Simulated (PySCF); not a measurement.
**A diatomic session: BePb**

What are the lowest state that PBE0 finds, the bond length, vibrational wavenumber and bond energy of BePb, and how much do these hang on the method?

The runs use PySCF 2.14.0; Be def2-SVPD, Pb def2-SVPD with ECP60, scalar-relativistic core potentials.

2 further runs of the same task are left out: 2 set aside as unsound or not needed.

## (1) Input

Settings of the job:

- atoms: Be, Pb
- charge: 0
- basis: Be def2-SVPD, Pb def2-SVPD with ECP60
- Hamiltonian: scalar-relativistic core potentials
- basis functions: 44
- electrons treated: 26
- masses in u: 9.0122, 207.9766
- levels: PBE0, PBE, r²SCAN, M06-2X, LDA, HF
- grid: 80 radial by 434 angular points
- occupations: held fixed by the projection of orbital angular momentum
- dissociation limit: Be + Pb, each in its ground configuration
- starting distance in angstrom: 2.355
- values of 2S to try: 0, 2

After this run come: PBE0 along the bond; Higher solutions at PBE0; PBE (GGA); r²SCAN; M06-2X; LDA (local density); UHF (mean field).

Q: Predict the outcome of this session. Wanted: for each run, Re; ωe; De; μ.

The runs gave:

Lowest PBE0 solution found, without spin–orbit coupling: ³Σ⁻ (triplet), unpaired electrons π ↑↑. State 2 has its PBE0 minimum 0.23 eV higher, as a spin-mixed determinant (⟨S²⟩ = 1.00), so this is no gap between pure states. State 3 has its PBE0 minimum 0.32 eV higher. State 4 has its PBE0 minimum 0.42 eV higher, as a spin-mixed determinant (⟨S²⟩ = 1.01), so this is no gap between pure states. The other levels ran on the lowest alone.

| level | Re (Å) | ωe (cm⁻¹) | De (eV) | μ (D) |
| --- | --- | --- | --- | --- |
| UHF | 2.624 | 207.5 | 0.172 | -1.68 |
| LDA | 2.379 | 460 | 1.74 | -0.84 |
| PBE | 2.424 | 426 | 1.34 | -0.49 |
| r²SCAN | 2.415 | 429 | 1.33 | -0.80 |
| PBE0 | 2.423 | 418 | 1.15 | -0.78 |
| M06-2X | 2.461 | 365 | 0.84 | -1.15 |

De is counted to Be + Pb in their ground configurations. A positive dipole means Be(−)Pb(+).

**Reading.** Bond lengths run from 2.379 Å (LDA) to 2.624 Å (UHF). Among the levels with a De in the table, it runs from 0.172 eV (UHF) to 1.74 eV (LDA).

Spin–orbit coupling is left out, which matters for elements this heavy, above all for dissociation energies. With spin–orbit coupling the term label itself may not hold.
